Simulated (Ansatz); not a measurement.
# ClFH₄OSiSn: one species, many methods

An exercise on one series of results from a longer session: the logs are not shown, and one member is left open.

Method: functionals in def2-TZVPP, the program's frozen cores in correlated methods; program: Ansatz 0.2.0, Gaussian basis.

Plan: LDA (SPW92), PBE-D4, revPBE-D4, BLYP-D4, r2SCAN-D4, B97M-V, PBE0-D4, B3LYP-D4, r2SCANh-D4, r2SCAN0-D4, HSE06-D4, BHLYP-D4, CAM-B3LYP-D4, LC-ωPBE, ωB97X-V, ωB97M-V, B2PLYP, PBE-QIDH; CCSD(T)/def2-SVP; CCSD(T)/def2-TZVPP; MP2/def2-QZVPP; extrapolation to the limit; RPA on PBE.

1 further run of the same task is left out (for a known fault of the program). Runs told in other sessions of the task aren't counted.

## The relaxed structure

The geometry comes from an earlier relaxation with PBE0-D4 in a triple-zeta def2 set; it is a stationary point, not always the lowest conformer. Sn takes the def2 core potential; no spin-orbit term is included.

SMILES `[F][SnH]([Cl])[O][SiH3]`, 9 atoms, charge 0, spin multiplicity 1.

Atoms are counted from 1 here; the program's logs count them from 0.

Bond lengths: F1–Sn2 1.904 Å, Sn2–Cl3 2.297 Å, Sn2–O4 1.922 Å, Sn2–H6 1.685 Å, O4–Si5 1.646 Å, Si5–H7 1.485 Å, Si5–H8 1.485 Å, Si5–H9 1.487 Å. Angles: F1–Sn2–Cl3 105.4°, F1–Sn2–O4 105.2°, F1–Sn2–H6 110.4°, Cl3–Sn2–O4 108.4°, Cl3–Sn2–H6 114.9°, O4–Sn2–H6 111.8°, Sn2–O4–Si5 136.5°, O4–Si5–H7 108.8°, O4–Si5–H8 109.3°, O4–Si5–H9 110.7°, H7–Si5–H8 109.4°, H7–Si5–H9 109.3°, H8–Si5–H9 109.3°.

The first run:

Input file in.yaml:

```yaml
crystal:
  periodic: [false, false, false]
  atoms:
    - {symbol: F, position_ang: [0.128587, 0.123672, -2.594225]}
    - {symbol: Sn, position_ang: [-1.032036, 0.588177, -1.157661]}
    - {symbol: Cl, position_ang: [-2.445077, -1.205241, -0.908850]}
    - {symbol: O, position_ang: [0.099182, 0.689017, 0.393002]}
    - {symbol: Si, position_ang: [1.064224, -0.344632, 1.234694]}
    - {symbol: H, position_ang: [-1.796776, 2.056787, -1.471620]}
    - {symbol: H, position_ang: [0.654304, -0.326000, 2.661663]}
    - {symbol: H, position_ang: [2.475792, 0.100898, 1.120826]}
    - {symbol: H, position_ang: [0.940300, -1.728879, 0.705072]}
basis:
  gaussian: {orbitals: def2-TZVPP}
hamiltonian: {xc: lda}
output: {orbitals: {seedname: orbitals}}
```

Launch:

```sh
> ansatz run in.yaml --threads 4 --pin off --events-out ev --progress --plain --max-ram 10444MiB
```

Steps of the session up to this table: LDA; PBE-D4 (GGA); revPBE-D4 (GGA); BLYP-D4 (GGA); r2SCAN-D4 (meta-GGA); B97M-V (meta-GGA); B3LYP-D4 (hybrid); r2SCANh-D4 (hybrid); r2SCAN0-D4 (hybrid); HSE06-D4 (hybrid); BHLYP-D4 (hybrid); CAM-B3LYP-D4 (range-separated); LC-ωPBE (range-separated); ωB97X-V (range-separated); ωB97M-V (range-separated); B2PLYP (double hybrid); PBE-QIDH (double hybrid).

One of the session's tables, all rows but one given; the rest of the session is left out.

It belongs to the step «Frontier levels by functional». 

| functional | HOMO (eV) | LUMO (eV) | gap (eV) |
| --- | --- | --- | --- |
| LDA (SPW92) | -7.59 | -3.13 | 4.46 |
| PBE-D4 | -7.50 | -2.84 | 4.66 |
| revPBE-D4 | -7.46 | -2.73 | 4.73 |
| BLYP-D4 | -7.41 | -2.80 | 4.61 |
| r2SCAN-D4 | -7.87 | -2.58 | 5.28 |
| B97M-V | -7.97 | -2.62 | 5.34 |
| PBE0-D4 | -8.95 | -1.86 | 7.09 |
| B3LYP-D4 | -8.73 | -2.19 | 6.54 |
| r2SCANh-D4 | -8.40 | -2.23 | 6.17 |
| r2SCAN0-D4 | ? | ? | ? |
| HSE06-D4 | -8.54 | -2.23 | 6.31 |
| BHLYP-D4 | -10.34 | -0.86 | 9.48 |
| CAM-B3LYP-D4 | -10.38 | -0.83 | 9.54 |
| LC-ωPBE | -11.74 | 0.48 | 12.22 |
| ωB97X-V | -11.41 | 0.33 | 11.74 |
| ωB97M-V | -11.25 | 0.17 | 11.41 |

**Question.** Estimate the row for r2SCAN0-D4.

Worked estimate for «HOMO (eV)». Against the share of exact exchange, r2SCAN-D4 (0, -7.87), r2SCANh-D4 (0.1, -8.40) give a slope of -5.30 per unit share; at 0.25 the line stands at -9.19.

As computed: HOMO (eV): -9.20; LUMO (eV): -1.70; gap (eV): 7.49. In «HOMO (eV)» the line misses by +0.01.
